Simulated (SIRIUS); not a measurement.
# In2S (P-4m2) in SIRIUS: notebook, part 2 of 2

SIRIUS 7.10.0. Earlier steps stand in the parts before.

## 3. Single point, PBE

Contents of sirius.json:

```json
{
  "control": {
    "processing_unit": "cpu",
    "verbosity": 2,
    "num_bands_to_print": 25,
    "print_forces": true,
    "print_stress": true
  },
  "parameters": {
    "electronic_structure_method": "pseudopotential",
    "xc_functionals": ["XC_GGA_X_PBE", "XC_GGA_C_PBE"],
    "gk_cutoff": 8.4,
    "pw_cutoff": 16.8,
    "ngridk": [5, 5, 4],
    "shiftk": [0, 0, 0],
    "smearing": "fermi_dirac",
    "smearing_width": 0.0018374661,
    "num_bands": 25,
    "num_mag_dims": 0,
    "num_dft_iter": 100,
    "energy_tol": 1e-08,
    "density_tol": 1e-06
  },
  "iterative_solver": {
    "type": "davidson",
    "min_tolerance": 1e-09,
    "tolerance_scale": [0.1, 0.25]
  },
  "mixer": {
    "type": "anderson",
    "beta": 0.7,
    "max_history": 8
  },
  "settings": {
    "tol_ne": 1e-10,
    "pseudo_grid_cutoff": 6.5
  },
  "unit_cell": {
    "lattice_vectors": [
      [7.451303492967, 0.0, 0.0],
      [0.0, 7.451303492967, 0.0],
      [0.0, 0.0, 10.270567001035]
    ],
    "atom_coordinate_units": "lattice",
    "atom_types": ["In", "S"],
    "atom_files": {
      "S": "S.json",
      "In": "In.json"
    },
    "atoms": {
      "In": [
        [0.5, 0.0, 0.66115],
        [0.0, 0.5, 0.33885]
      ],
      "S": [
        [0.0, 0.0, 0.0]
      ]
    }
  }
}
```

Potentials or basis: SPMS 1.0 PBE (norm-conserving).

Command:

```bash
$ upf_to_json 16_S_6_1.8_1.9_pbe_n_v1.0.upf
$ upf_to_json 49_In_13_2.5_3.1_pbe_n_v1.0.upf
$ OMP_NUM_THREADS=1 sirius.scf --input=sirius.json --output=out.json --task=0
```

Output:

```text
[info] SIRIUS version : 7.10.0
[info] number of MPI ranks           : 1
[info] MPI grid                      : 1 1
[info] maximum number of OMP threads : 1
[fft] FFT context for density and potential
[fft] =====================================
[fft]   comm size                             : 1
[fft]   plane wave cutoff                     : 16.8
[fft]   grid size                             : 45 45 60   total : 121500
[fft]   grid limits                           : -22 22   -22 22   -29 30
[fft]   number of G-vectors within the cutoff : 22866
[fft]   local number of G-vectors             : 22866
[fft]   number of G-shells                    : 3321
[fft] FFT context for coarse grid
[fft] =====================================
[fft]   comm size                             : 1
[fft]   plane wave cutoff                     : 16.8
[fft]   grid size                             : 45 45 60   total : 121500
[fft]   grid limits                           : -22 22   -22 22   -29 30
[fft]   number of G-vectors within the cutoff : 22866
[fft]   local number of G-vectors             : 22866
[fft]   number of G-shells                    : 3321
[unit cell] lattice vectors
[unit cell]   a1 :       7.4513034930      0.0000000000      0.0000000000
[unit cell]   a2 :       0.0000000000      7.4513034930      0.0000000000
[unit cell]   a3 :       0.0000000000      0.0000000000     10.2705670010
[unit cell] reciprocal lattice vectors
[unit cell]   b1 :       0.8432330415      0.0000000000      0.0000000000
[unit cell]   b2 :       0.0000000000      0.8432330415      0.0000000000
[unit cell]   b3 :       0.0000000000      0.0000000000      0.6117661573
[unit cell] unit cell volume :       570.24163784 [a.u.^3]
[unit cell] 1/sqrt(omega)    :         0.04187652
[unit cell] MT volume        :         0.00000000 ( 0.00%)
[unit cell] IT volume        :       570.24163784 (100.00%)
[unit cell] number of atom types : 2
[unit cell] type id : 0 symbol : In mt_radius :  19.650000 num_atoms : 2
[unit cell] type id : 1 symbol :  S mt_radius :  11.470000 num_atoms : 1
[unit cell] total number of atoms : 3
[unit cell] number of symmetry classes : 2
[unit cell] number of PAW atoms : 0
[unit cell] atom id  type id  class id             position                      vector_field
[unit cell] ------------------------------------------------------------------------------------------
[unit cell]      0        0        0      0.50000   0.00000   0.66115      0.00000   0.00000   0.00000
[unit cell]      1        0        0      0.00000   0.50000   0.33885      0.00000   0.00000   0.00000
[unit cell]      2        1        1      0.00000   0.00000   0.00000      0.00000   0.00000   0.00000
[unit cell] atom id         position (Cartesian, a.u.)
[unit cell] ---------------------------------------------
[unit cell]      0       3.725652    0.000000    6.790385
[... 306 lines left out ...]
[diagonalize] ik:   16   -0.251096   -0.246444   -0.245559   -0.243346   -0.241485   -0.240464   -0.239396   -0.238680   -0.238101   -0.236720   -0.159667    0.063657    0.109037    0.172286    0.181300    0.261832    0.356330    0.382315    0.405159    0.442433    0.502026    0.529293    0.578089    0.638548    0.651075
[diagonalize] ik:   17   -0.250596   -0.246220   -0.245135   -0.242756   -0.241837   -0.240683   -0.240584   -0.238356   -0.238351   -0.237473   -0.149937    0.092192    0.115053    0.140210    0.202937    0.224527    0.293248    0.357037    0.387875    0.460671    0.502210    0.522545    0.597315    0.600429    0.661768
[find] Charges and magnetic moments
[find] --------------------------------------------------------------------------------
[find] total charge          : 32.000000
[find] Energy
[find] --------------------------------------------------------------------------------
[find] valence_eval_sum               :      -3.54258384
[find] <rho|V^{XC}>                   :     -24.23140588
[find] <rho|E^{XC}>                   :     -38.01026997
[find] <mag|B^{XC}>                   :       0.00000000
[find] <rho|V^{H}>                    :      58.14965335
[find] one-electron contribution      :     -37.46083130 (Ha),     -74.92166260 (Ry)
[find] hartree contribution           :      29.07482667
[find] xc contribution                :     -38.01026997
[find] ewald contribution             :     -87.56345573
[find] PAW contribution               :       0.00000000
[find] smearing (-TS)                 :      -0.00016123
[find] SCF correction                 :      -0.00000363
[find] Total energy                   :    -133.95973396 (Ha),    -267.91946792 (Ry)
[find] Free energy (E-TS)             :    -133.95989519 (Ha),    -267.91979039 (Ry)
[find] band gap (eV)                  :       0.00000000
[find] Efermi                         :       0.28460555
[find] iteration : 10, RMS : 7.814529671894e-08, energy difference : -7.919425115688e-10
[find] Hartree energy of density residual : 7.113260266834e-13
[find] bands are converged : true
[find] iterative solver converged : true
[find] converged after 11 SCF iterations!
[find] Charges and magnetic moments
[find] --------------------------------------------------------------------------------
[find] total charge          : 32.000000
[find] Energy
[find] --------------------------------------------------------------------------------
[find] valence_eval_sum               :      -3.54258384
[find] <rho|V^{XC}>                   :     -24.23140588
[find] <rho|E^{XC}>                   :     -38.01026997
[find] <mag|B^{XC}>                   :       0.00000000
[find] <rho|V^{H}>                    :      58.14965335
[find] one-electron contribution      :     -37.46083130 (Ha),     -74.92166260 (Ry)
[find] hartree contribution           :      29.07482667
[find] xc contribution                :     -38.01026997
[find] ewald contribution             :     -87.56345573
[find] PAW contribution               :       0.00000000
[find] smearing (-TS)                 :      -0.00016123
[find] SCF correction                 :      -0.00000363
[find] Total energy                   :    -133.95973396 (Ha),    -267.91946792 (Ry)
[find] Free energy (E-TS)             :    -133.95989519 (Ha),    -267.91979039 (Ry)
[find] band gap (eV)                  :       0.00000000
[find] Efermi                         :       0.28460555
[ground_state] === stress tensor components [kbar] ===
[ground_state] === stress_kin ===
[ground_state] -24242.907076    0.000000    0.000000
[ground_state]     0.000000-24242.907076    0.000000
[ground_state]     0.000000    0.000000-24227.485099
[ground_state] === stress_har ===
[ground_state] -5417.844543    0.000000    0.000000
[ground_state]     0.000000-5417.844543    0.000000
[ground_state]     0.000000    0.000000-4165.159060
[ground_state] === stress_ewald ===
[ground_state] 14689.639482    0.000000    0.000000
[ground_state]     0.00000014689.639482    0.000000
[ground_state]     0.000000    0.00000015798.156391
[ground_state] === stress_vloc ===
[ground_state]  3140.551732    0.000000    0.000000
[ground_state]     0.000000 3140.551732    0.000000
[ground_state]     0.000000    0.000000  784.336824
[ground_state] === stress_xc ===
[ground_state] -6901.109859    0.000000    0.000000
[ground_state]     0.000000-6901.109859    0.000000
[ground_state]     0.000000    0.000000-6905.884535
[ground_state] === stress_core ===
[ground_state] 11226.013889    0.000000    0.000000
[ground_state]     0.00000011226.013889    0.000000
[ground_state]     0.000000    0.00000011225.465388
[ground_state] === stress_nonloc ===
[ground_state]  7502.834193    0.000000    0.000000
[ground_state]     0.000000 7502.834193    0.000000
[ground_state]     0.000000    0.000000 7491.054834
[ground_state] === stress_us_nl ===
[ground_state]  7502.834193    0.000000    0.000000
[ground_state]     0.000000 7502.834193    0.000000
[ground_state]     0.000000    0.000000 7491.054834
[ground_state] === stress_total ===
[ground_state]    -2.822182    0.000000    0.000000
[ground_state]     0.000000   -2.822182    0.000000
[ground_state]     0.000000    0.000000    0.484744
[ground_state] ==== total Forces in Ha/bohr =====
[ground_state] atom:    0, force:      -0.0000000      0.0000000      0.0001899
[ground_state] atom:    1, force:      -0.0000000      0.0000000     -0.0001899
[ground_state] atom:    2, force:      -0.0000000      0.0000000      0.0000000
[ground_state] ==== ultrasoft contribution from Qij =====
[ground_state] atom:    0, force:       0.0000000      0.0000000      0.0000000
[ground_state] atom:    1, force:       0.0000000      0.0000000      0.0000000
[ground_state] atom:    2, force:       0.0000000      0.0000000      0.0000000
[ground_state] ==== non-local contribution from Beta-projector =====
[ground_state] atom:    0, force:       0.0000000      0.0000000      0.1122126
[ground_state] atom:    1, force:       0.0000000      0.0000000     -0.1122126
[ground_state] atom:    2, force:      -0.0000000      0.0000000      0.0000000
[ground_state] ==== contribution from local potential =====
[ground_state] atom:    0, force:      -0.0000000      0.0000000     -1.5036826
[ground_state] atom:    1, force:      -0.0000000      0.0000000      1.5036826
[ground_state] atom:    2, force:       0.0000000      0.0000000      0.0000000
[ground_state] ==== contribution from core density =====
[ground_state] atom:    0, force:       0.0000000      0.0000000     -0.0017560
[ground_state] atom:    1, force:       0.0000000      0.0000000      0.0017560
[ground_state] atom:    2, force:       0.0000000      0.0000000      0.0000000
[ground_state] ==== Ewald forces from ions =====
[ground_state] atom:    0, force:       0.0000000      0.0000000      1.3934165
[ground_state] atom:    1, force:       0.0000000      0.0000000     -1.3934165
[ground_state] atom:    2, force:       0.0000000     -0.0000000      0.0000000
[~DFT_ground_state] local op. applied: 12307
[~DFT_ground_state] evp. work count: 1979.69
[~DFT_ground_state] number of iterative solver steps: 804
```

Run time: 69 s. Hardware: 1 thread of Arm Neoverse V1, shared host; peak memory 0.49 GiB.

Results:

| Item | Value |
| --- | --- |
| Free energy | -3645.2344 eV |
| Pressure | 0.2 GPa |
| Largest force | 0.010 eV/Å |
| Band gap on the k mesh | none (metal or under the smearing width) |

Forces on the atoms (eV/Å):
```
In   0.000  0.000  0.010
In   0.000  0.000 -0.010
S    0.000  0.000  0.000
```

## 4. Single point, PBE

Changes to sirius.json since step 3:

```diff
@@ -4,3 +4,3 @@
     "verbosity": 2,
-    "num_bands_to_print": 25,
+    "num_bands_to_print": 34,
     "print_forces": true,
@@ -11,4 +11,4 @@
     "xc_functionals": ["XC_GGA_X_PBE", "XC_GGA_C_PBE"],
-    "gk_cutoff": 8.4,
-    "pw_cutoff": 16.8,
+    "gk_cutoff": 9.1,
+    "pw_cutoff": 18.2,
     "ngridk": [5, 5, 4],
@@ -17,3 +17,3 @@
     "smearing_width": 0.0018374661,
-    "num_bands": 25,
+    "num_bands": 34,
     "num_mag_dims": 0,
```

Potentials or basis: PseudoDojo 0.4 PBE stringent (scalar relativistic).

Command:

```bash
$ upf_to_json S.upf
$ upf_to_json In.upf
$ OMP_NUM_THREADS=1 sirius.scf --input=sirius.json --output=out.json --task=0
```

Output:

```text
[info] SIRIUS version : 7.10.0
[info] number of MPI ranks           : 1
[info] MPI grid                      : 1 1
[info] maximum number of OMP threads : 1
[fft] FFT context for density and potential
[fft] =====================================
[fft]   comm size                             : 1
[fft]   plane wave cutoff                     : 18.2
[fft]   grid size                             : 48 48 64   total : 147456
[fft]   grid limits                           : -23 24   -23 24   -31 32
[fft]   number of G-vectors within the cutoff : 29054
[fft]   local number of G-vectors             : 29054
[fft]   number of G-shells                    : 4175
[fft] FFT context for coarse grid
[fft] =====================================
[fft]   comm size                             : 1
[fft]   plane wave cutoff                     : 18.2
[fft]   grid size                             : 48 48 64   total : 147456
[fft]   grid limits                           : -23 24   -23 24   -31 32
[fft]   number of G-vectors within the cutoff : 29054
[fft]   local number of G-vectors             : 29054
[fft]   number of G-shells                    : 4175
[unit cell] lattice vectors
[unit cell]   a1 :       7.4513034930      0.0000000000      0.0000000000
[unit cell]   a2 :       0.0000000000      7.4513034930      0.0000000000
[unit cell]   a3 :       0.0000000000      0.0000000000     10.2705670010
[unit cell] reciprocal lattice vectors
[unit cell]   b1 :       0.8432330415      0.0000000000      0.0000000000
[unit cell]   b2 :       0.0000000000      0.8432330415      0.0000000000
[unit cell]   b3 :       0.0000000000      0.0000000000      0.6117661573
[unit cell] unit cell volume :       570.24163784 [a.u.^3]
[unit cell] 1/sqrt(omega)    :         0.04187652
[unit cell] MT volume        :         0.00000000 ( 0.00%)
[unit cell] IT volume        :       570.24163784 (100.00%)
[unit cell] number of atom types : 2
[unit cell] type id : 0 symbol : In mt_radius :  19.630000 num_atoms : 2
[... 351 lines left out ...]
[find] valence_eval_sum               :     -46.89091306
[find] <rho|V^{XC}>                   :     -49.58138158
[find] <rho|E^{XC}>                   :     -59.23073093
[find] <mag|B^{XC}>                   :       0.00000000
[find] <rho|V^{H}>                    :     291.20076495
[find] one-electron contribution      :    -288.51029643 (Ha),    -577.02059286 (Ry)
[find] hartree contribution           :     145.60038247
[find] xc contribution                :     -59.23073093
[find] ewald contribution             :    -207.78274860
[find] PAW contribution               :       0.00000000
[find] smearing (-TS)                 :      -0.00016053
[find] SCF correction                 :      -0.00000420
[find] Total energy                   :    -409.92339769 (Ha),    -819.84679538 (Ry)
[find] Free energy (E-TS)             :    -409.92355822 (Ha),    -819.84711644 (Ry)
[find] band gap (eV)                  :       0.00000000
[find] Efermi                         :       0.31685069
[ground_state] === stress tensor components [kbar] ===
[ground_state] === stress_kin ===
[ground_state] -47813.257255    0.000000    0.000000
[ground_state]     0.000000-47813.257255    0.000000
[ground_state]     0.000000    0.000000-47823.434624
[ground_state] === stress_har ===
[ground_state] -27990.131084    0.000000    0.000000
[ground_state]     0.000000-27990.131084    0.000000
[ground_state]     0.000000    0.000000-19140.709384
[ground_state] === stress_ewald ===
[ground_state] 32604.388038    0.000000    0.000000
[ground_state]     0.00000032604.388038    0.000000
[ground_state]     0.000000    0.00000041994.527114
[ground_state] === stress_vloc ===
[ground_state] 25206.059772    0.000000    0.000000
[ground_state]     0.00000025206.059772    0.000000
[ground_state]     0.000000    0.000000 6982.147292
[ground_state] === stress_xc ===
[ground_state] -4676.860524    0.000000    0.000000
[ground_state]     0.000000-4676.860524    0.000000
[ground_state]     0.000000    0.000000-4681.604833
[ground_state] === stress_core ===
[ground_state] 12675.048972    0.000000    0.000000
[ground_state]     0.00000012675.048972    0.000000
[ground_state]     0.000000    0.00000012675.357888
[ground_state] === stress_nonloc ===
[ground_state]  9992.416968    0.000000    0.000000
[ground_state]     0.000000 9992.416968   -0.000000
[ground_state]     0.000000   -0.000000 9994.998915
[ground_state] === stress_us_nl ===
[ground_state]  9992.416968    0.000000    0.000000
[ground_state]     0.000000 9992.416968   -0.000000
[ground_state]     0.000000   -0.000000 9994.998915
[ground_state] === stress_total ===
[ground_state]    -2.335114    0.000000    0.000000
[ground_state]     0.000000   -2.335114   -0.000000
[ground_state]     0.000000   -0.000000    1.282368
[ground_state] ==== total Forces in Ha/bohr =====
[ground_state] atom:    0, force:       0.0000000     -0.0000000      0.0003868
[ground_state] atom:    1, force:       0.0000000     -0.0000000     -0.0003868
[ground_state] atom:    2, force:      -0.0000000      0.0000000      0.0000000
[ground_state] ==== ultrasoft contribution from Qij =====
[ground_state] atom:    0, force:       0.0000000      0.0000000      0.0000000
[ground_state] atom:    1, force:       0.0000000      0.0000000      0.0000000
[ground_state] atom:    2, force:       0.0000000      0.0000000      0.0000000
[ground_state] ==== non-local contribution from Beta-projector =====
[ground_state] atom:    0, force:       0.0000000      0.0000000      0.1598533
[ground_state] atom:    1, force:       0.0000000      0.0000000     -0.1598533
[ground_state] atom:    2, force:      -0.0000000      0.0000000      0.0000000
[ground_state] ==== contribution from local potential =====
[ground_state] atom:    0, force:       0.0000000     -0.0000000     -6.1781073
[ground_state] atom:    1, force:       0.0000000      0.0000000      6.1781073
[ground_state] atom:    2, force:       0.0000000      0.0000000      0.0000000
[ground_state] ==== contribution from core density =====
[ground_state] atom:    0, force:      -0.0000000     -0.0000000     -0.0041792
[ground_state] atom:    1, force:      -0.0000000      0.0000000      0.0041792
[ground_state] atom:    2, force:       0.0000000      0.0000000      0.0000000
[ground_state] ==== Ewald forces from ions =====
[ground_state] atom:    0, force:       0.0000000      0.0000000      6.0228305
[ground_state] atom:    1, force:       0.0000000      0.0000000     -6.0228305
[ground_state] atom:    2, force:       0.0000000      0.0000000      0.0000000
[~DFT_ground_state] local op. applied: 15990
[~DFT_ground_state] evp. work count: 1826.18
[~DFT_ground_state] number of iterative solver steps: 850
```

Run time: 1.9 min. Hardware: 1 thread of Arm Neoverse V1, shared host; peak memory 0.56 GiB.

Results:

```yaml
Free_energy: -11154.5883 eV
Pressure: 0.1 GPa
Largest_force: 0.020 eV/Å
Band_gap_on_the_k_mesh: none (metal or under the smearing width)
```

Forces on the atoms (eV/Å):
```
In   0.000  0.000  0.020
In   0.000  0.000 -0.020
S    0.000  0.000  0.000
```

## 5. Single point, PBE

sirius.json is that of step 4.

Potentials or basis: PseudoDojo 0.5 PBE stringent (scalar relativistic).

Command:

```bash
$ upf_to_json S.upf
$ upf_to_json In.upf
$ OMP_NUM_THREADS=1 sirius.scf --input=sirius.json --output=out.json --task=0
```

Run time: 1.9 min. Hardware: 1 thread of Arm Neoverse V1, shared host; peak memory 0.56 GiB.

It converged, with:

```
Free energy            : -11154.5883 eV
Pressure               : 0.1 GPa
Largest force          : 0.020 eV/Å
Band gap on the k mesh : none (metal or under the smearing width)
```

Forces in eV/Å, atoms in the order of the input:
```
In   0.000  0.000  0.020
In   0.000  0.000 -0.020
S    0.000  0.000  0.000
```

Stress tensor (GPa, compression positive):
```
 0.23  0.00  0.00
 0.00  0.23  0.00
 0.00  0.00 -0.13
```

## 6. Overview

| potentials or basis | cutoff (eV) | gap on the mesh (eV) | pressure (GPa) | largest force (eV/Å) |
| --- | --- | --- | --- | --- |
| PseudoDojo 0.4.1 PBE standard (scalar relativistic) | 960 | none | 0.1 | 0.01 |
| SPMS 1.0 PBE (norm-conserving) | 960 | none | 0.2 | 0.01 |
| PseudoDojo 0.4 PBE stringent (scalar relativistic) | 1127 | none | 0.1 | 0.02 |
| PseudoDojo 0.5 PBE stringent (scalar relativistic) | 1127 | none | 0.1 | 0.02 |

Alike in all rows: task single point; level PBE; no spin polarisation; cell as given; k mesh 5 × 5 × 4; smearing fermi-dirac 0.05 eV.

Total energies depend on the potentials used, so only differences within one code and one set of settings carry meaning.
